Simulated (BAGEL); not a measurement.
# CH6BNS (SMILES CSBN): HF/def2-SVP (density fitting with qzvpp-jkfit)

What is the vertical ionisation energy of CH6BNS at HF/def2-SVP (density fitting with qzvpp-jkfit)? 

Program for the calculation: BAGEL 1.2.2.

## (1) Starting point

The species is CH6BNS (10 atoms), meant as a singlet with charge 0. As SMILES, `CSBN`. The coordinates come from a GFN2-xTB relaxation. This is one conformer, not always the lowest.

Bond lengths: C1–S2 1.826 Å, S2–B3 1.802 Å, B3–N4 1.384 Å, C1–H5 1.085 Å, C1–H6 1.085 Å, C1–H7 1.085 Å, B3–H8 1.170 Å, N4–H9 1.005 Å, N4–H10 1.006 Å. Some angles: C1–S2–B3 101.4°, S2–B3–N4 119.2°, S2–C1–H5 109.5°, S2–C1–H6 109.6°, S2–C1–H7 107.1°, S2–B3–H8 119.7°, N4–B3–H8 121.1°, B3–N4–H9 123.9°, B3–N4–H10 123.0°, H5–C1–H6 110.5°.

## (2) A single-point energy at HF/def2-SVP (density fitting with qzvpp-jkfit)

Contents of hf.json:

```json
{ "bagel" : [

{
  "title" : "molecule",
  "basis" : "svp",
  "df_basis" : "qzvpp-jkfit",
  "angstrom" : true,
  "geometry" : [
    { "atom" : "C", "xyz" : [      -1.839640,       0.604900,       0.006780 ] },
    { "atom" : "S", "xyz" : [      -0.349140,       0.373890,      -1.022440 ] },
    { "atom" : "B", "xyz" : [       0.807510,      -0.313750,       0.175930 ] },
    { "atom" : "N", "xyz" : [       2.092710,      -0.629520,      -0.229320 ] },
    { "atom" : "H", "xyz" : [      -1.624560,       1.311270,       0.802270 ] },
    { "atom" : "H", "xyz" : [      -2.147660,      -0.350330,       0.419680 ] },
    { "atom" : "H", "xyz" : [      -2.615630,       0.998800,      -0.640650 ] },
    { "atom" : "H", "xyz" : [       0.463640,      -0.486130,       1.280480 ] },
    { "atom" : "H", "xyz" : [       2.793200,      -1.016180,       0.378400 ] },
    { "atom" : "H", "xyz" : [       2.419570,      -0.492940,      -1.171130 ] }
  ]
},

{
  "title" : "hf"
},

{
  "title" : "print",
  "file" : "orbitals.molden",
  "orbitals" : true
}

]}
```

The run is started by

```sh
$ BAGEL_NUM_THREADS=1 BAGEL hf.json > hf.out
```

Log:

```text
* using 1 threads per process

  ===============================================================
  ===============================================================

  *** Geometry ***

  { "atom" : "C", "xyz" : [     -3.476416,      1.143095,      0.012812 ] },
  { "atom" : "S", "xyz" : [     -0.659779,      0.706550,     -1.932132 ] },
  { "atom" : "B", "xyz" : [      1.525973,     -0.592902,      0.332460 ] },
  { "atom" : "N", "xyz" : [      3.954649,     -1.189620,     -0.433352 ] },
  { "atom" : "H", "xyz" : [     -3.069973,      2.477941,      1.516071 ] },
  { "atom" : "H", "xyz" : [     -4.058489,     -0.662028,      0.793080 ] },
  { "atom" : "H", "xyz" : [     -4.942824,      1.887458,     -1.210653 ] },
  { "atom" : "H", "xyz" : [      0.876153,     -0.918653,      2.419757 ] },
  { "atom" : "H", "xyz" : [      5.278383,     -1.920302,      0.715072 ] },
  { "atom" : "H", "xyz" : [      4.572325,     -0.931522,     -2.213115 ] },

  Number of auxiliary basis functions:      463

  Since a DF basis is specified, we compute 2- and 3-index integrals:
    o Being stored without compression. Storage requirement is 0.030 GB

  Number of basis functions:       90
  Number of electrons      :       40

    * METHOD: MOLECULE                             0.18

  *** RHF ***

  === Nuclear Repulsion ===
   148.9639386478

      * DIIS with orbital gradients will be used.

  === RHF iteration (svp) ===
      0       -517.71288434          0.01658850           0.05
      1       -517.84279897          0.00878886           0.05
      2       -517.87779419          0.00146683           0.05
      3       -517.87941124          0.00032263           0.05
      4       -517.87947925          0.00007548           0.05
      5       -517.87948694          0.00002768           0.05
      6       -517.87948812          0.00001098           0.05
      7       -517.87948833          0.00000287           0.05
      8       -517.87948835          0.00000075           0.05
      9       -517.87948835          0.00000023           0.05
     10       -517.87948835          0.00000007           0.05
     11       -517.87948835          0.00000003           0.05
     12       -517.87948835          0.00000001           0.05
    * SCF iteration converged.

    * Permanent dipole moment:
           (   -0.380670,     0.215476,    -0.362011) a.u.

    * METHOD: HF                                   0.80

    * METHOD: PRINT                                0.01

  ===============================================================
```

It took 1.2 s on 1 thread of Arm Neoverse V2, shared host.

## (3) The doublet cation at the same level

Contents of calc.json:

```json
{ "bagel" : [

{
  "title" : "molecule",
  "basis" : "svp",
  "df_basis" : "qzvpp-jkfit",
  "angstrom" : true,
  "geometry" : [
    { "atom" : "C", "xyz" : [      -1.839640,       0.604900,       0.006780 ] },
    { "atom" : "S", "xyz" : [      -0.349140,       0.373890,      -1.022440 ] },
    { "atom" : "B", "xyz" : [       0.807510,      -0.313750,       0.175930 ] },
    { "atom" : "N", "xyz" : [       2.092710,      -0.629520,      -0.229320 ] },
    { "atom" : "H", "xyz" : [      -1.624560,       1.311270,       0.802270 ] },
    { "atom" : "H", "xyz" : [      -2.147660,      -0.350330,       0.419680 ] },
    { "atom" : "H", "xyz" : [      -2.615630,       0.998800,      -0.640650 ] },
    { "atom" : "H", "xyz" : [       0.463640,      -0.486130,       1.280480 ] },
    { "atom" : "H", "xyz" : [       2.793200,      -1.016180,       0.378400 ] },
    { "atom" : "H", "xyz" : [       2.419570,      -0.492940,      -1.171130 ] }
  ]
},

{ "title" : "uhf", "charge" : 1, "nopen" : 1 },

{ "title" : "print", "file" : "orbitals.molden", "orbitals" : true }

]}
```

The run is started by

```sh
$ BAGEL_NUM_THREADS=1 BAGEL calc.json > calc.out
```

Log:

```text
* using 1 threads per process

  ===============================================================
  ===============================================================

  *** Geometry ***

  { "atom" : "C", "xyz" : [     -3.476416,      1.143095,      0.012812 ] },
  { "atom" : "S", "xyz" : [     -0.659779,      0.706550,     -1.932132 ] },
  { "atom" : "B", "xyz" : [      1.525973,     -0.592902,      0.332460 ] },
  { "atom" : "N", "xyz" : [      3.954649,     -1.189620,     -0.433352 ] },
  { "atom" : "H", "xyz" : [     -3.069973,      2.477941,      1.516071 ] },
  { "atom" : "H", "xyz" : [     -4.058489,     -0.662028,      0.793080 ] },
  { "atom" : "H", "xyz" : [     -4.942824,      1.887458,     -1.210653 ] },
  { "atom" : "H", "xyz" : [      0.876153,     -0.918653,      2.419757 ] },
  { "atom" : "H", "xyz" : [      5.278383,     -1.920302,      0.715072 ] },
  { "atom" : "H", "xyz" : [      4.572325,     -0.931522,     -2.213115 ] },

  Number of auxiliary basis functions:      463

  Since a DF basis is specified, we compute 2- and 3-index integrals:
    o Being stored without compression. Storage requirement is 0.030 GB

  Number of basis functions:       90
  Number of electrons      :       40

    * METHOD: MOLECULE                             0.19

  *** Open-shell HF ***

  === Nuclear Repulsion ===
   148.9639386478

      * DIIS with orbital gradients will be used.

  === UHF iteration (svp) ===
      0       -517.39304583          0.03308772           0.10
      1       -517.53123171          0.02050127           0.10
      2       -517.56773858          0.01247458           0.10
      3       -517.58707475          0.00134863           0.10
      4       -517.58828372          0.00044157           0.10
      5       -517.58846389          0.00015218           0.10
      6       -517.58853508          0.00005374           0.10
      7       -517.58855357          0.00004274           0.10
      8       -517.58856304          0.00003705           0.10
      9       -517.58857957          0.00003580           0.10
     10       -517.58859668          0.00002355           0.10
     11       -517.58860342          0.00001067           0.10
     12       -517.58860320          0.00000341           0.10
     13       -517.58860384          0.00000185           0.10
     14       -517.58860395          0.00000065           0.10
     15       -517.58860397          0.00000032           0.10
     16       -517.58860398          0.00000016           0.11
     17       -517.58860399          0.00000007           0.10
     18       -517.58860399          0.00000005           0.10
     19       -517.58860399          0.00000003           0.10
     20       -517.58860399          0.00000002           0.10
     21       -517.58860399          0.00000001           0.10
    * SCF iteration converged.

    * S^2 (UHF) is 0.7854

    * Permanent dipole moment:
           (   -0.055255,     0.032135,    -0.066671) a.u.

    * METHOD: UHF                                  2.41

    * METHOD: PRINT                                0.01

  ===============================================================
```

It took 2.8 s on 1 thread of Arm Neoverse V2, shared host.

## (4) What came out

At HF/def2-SVP (density fitting with qzvpp-jkfit):

| quantity | value |
| --- | --- |
| singlet CH6BNS: total energy | -517.87949 Eh |
| singlet CH6BNS: dipole moment | 1.44 D |
| singlet CH6BNS: HOMO energy | -9.24 eV |
| singlet CH6BNS: LUMO energy | 4.44 eV |
| singlet CH6BNS: HOMO–LUMO gap | 13.68 eV |
| doublet cation: total energy | -517.58860 Eh |
| doublet cation: ⟨S²⟩ | 0.785 |
| vertical ionisation energy (to the doublet cation) | 7.915 eV |

The vertical ionisation energy comes to 7.92 eV (183 kcal/mol). The negative HOMO energy of the first species, 9.24 eV, lies 1.33 eV above that difference.
